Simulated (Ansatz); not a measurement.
Ta on several prototypes, a ranking of structure types by relaxed energy

Program: Ansatz's Python interface.

Script `prototypes_ta.py`:
```python
import warnings

import ansatz as az
import numpy as np
import spglib


def fcc(a_site, a):
    return (
        az.Lattice.fcc(a)
        .space_group(225)
        .atom(a_site, [0, 0, 0])
        .primitive()
    )


def sc(A, a):
    return (
        az.Lattice.cubic(a)
        .space_group(221)
        .atom(A, [0, 0, 0])
    )


def bcc(first, a):
    return az.Crystal.bcc(first, a=a)


def hcp(A, a):
    return (
        az.Lattice.from_parameters(a, a, 1.633 * a, alpha=90, beta=90, gamma=120)
        .space_group(194)
        .atom(A, [1 / 3, 2 / 3, 0.25])
    )


def ground_state(name, crystal):
    calc = crystal.calculation()
    calc = calc.functional('pbesol').basis(380, density_ratio=4)
    calc = calc.scf(max_iterations=100, lower_state_search='light')
    calc = calc.kpoints(spacing=0.39)
    calc = calc.occupations('fermi_dirac', width=0.05).stress()
    calc = calc.band_table()
    calc = calc.relax(force_tolerance=0.02, max_steps=40, cell=True)
    return calc.run(threads=1)


def space_group(outcome):
    sites = outcome.report['lattice']['sites']
    kinds = sorted({site['symbol'] for site in sites})
    cell = (outcome.lattice.cell_ang, [site['position_frac'] for site in sites], [kinds.index(site['symbol']) for site in sites])
    return spglib.get_spacegroup(cell, symprec=0.01)


def volume_per_atom(outcome):
    return abs(np.linalg.det(outcome.lattice.cell_ang)) / len(outcome.lattice.sites)


def pressure_gpa(outcome):
    return float(np.trace(outcome.report['stress_gpa']) / 3)


def main() -> None:
    warnings.simplefilter('ignore', az.DeckWarning)

    phases = {}
    phases['fcc'] = fcc('Ta', 4.16)
    phases['sc'] = sc('Ta', 2.71)
    phases['bcc'] = bcc('Ta', 3.3)
    phases['hcp'] = hcp('Ta', 2.94)

    done = {name: ground_state(name, crystal) for name, crystal in phases.items()}

    energy = {name: o.report['energy_sigma0_ev'] / len(o.lattice.sites) for name, o in done.items()}
    lowest = min(energy.values())
    rows = [(name, len(o.lattice.sites), 1000 * (energy[name] - lowest), space_group(o), volume_per_atom(o), pressure_gpa(o)) for name, o in done.items()]
    rows.sort(key=lambda row: row[2])
    print('| phase | atoms | dE (meV/atom) | space group | V (A^3/atom) | P (GPa) |')
    print('| --- | --- | --- | --- | --- | --- |')
    for row in rows:
        print(f'| {row[0]} | {row[1]:d} | {row[2]:.1f} | {row[3]} | {row[4]:.3f} | {row[5]:.2f} |')
    print('order:', ' < '.join(row[0] for row in rows))


if __name__ == '__main__':
    main()
```

`python prototypes_ta.py` gives:
```text
| phase | atoms | dE (meV/atom) | space group | V (A^3/atom) | P (GPa) |
| --- | --- | --- | --- | --- | --- |
| bcc | 1 | 0.0 | Im-3m (229) | 17.757 | 0.00 |
| fcc | 1 | 294.1 | Fm-3m (225) | 18.073 | -0.01 |
| hcp | 2 | 337.6 | P6_3/mmc (194) | 18.162 | -0.01 |
| sc | 1 | 1187.9 | Pm-3m (221) | 20.121 | -0.04 |
order: bcc < fcc < hcp < sc
```

By space group at the end of each run: Im-3m (+0 meV an atom, 17.8 Å³), Fm-3m (+294 meV an atom, 18.1 Å³), P6_3/mmc (+338 meV an atom, 18.2 Å³) and Pm-3m (+1188 meV an atom, 20.1 Å³).

Reading the output:
- These settings explore the input space; cutoff and mesh may be short of convergence.
- The cutoff lies under the one recommended for these potentials.
- No spin polarisation was allowed.
- Under the recommended cutoff a pressure can be off by several GPa, even in sign.
- For the metals among these phases the mesh is modest: differences between phases can be off by up to 40 meV an atom.
- Pressure is positive in compression.
- Spin-orbit coupling, which matters for elements this heavy, is left out.
- The cells are built on prototypes, so most aren't the phase found in nature. Rows bear the name of their start, and a relaxation keeps or raises the symmetry. Differences under about 40 meV an atom lie within the error of mesh and functional.
- The script silences the warnings on its input, which a real study should read.
- Hardware and time: 5.5 s on 1 thread of Intel(R) Xeon(R) 6975P-C (Granite Rapids), on a shared host, peak memory 0.41 GiB.

(Lines on the test bed's own set-up are left out of the output.)
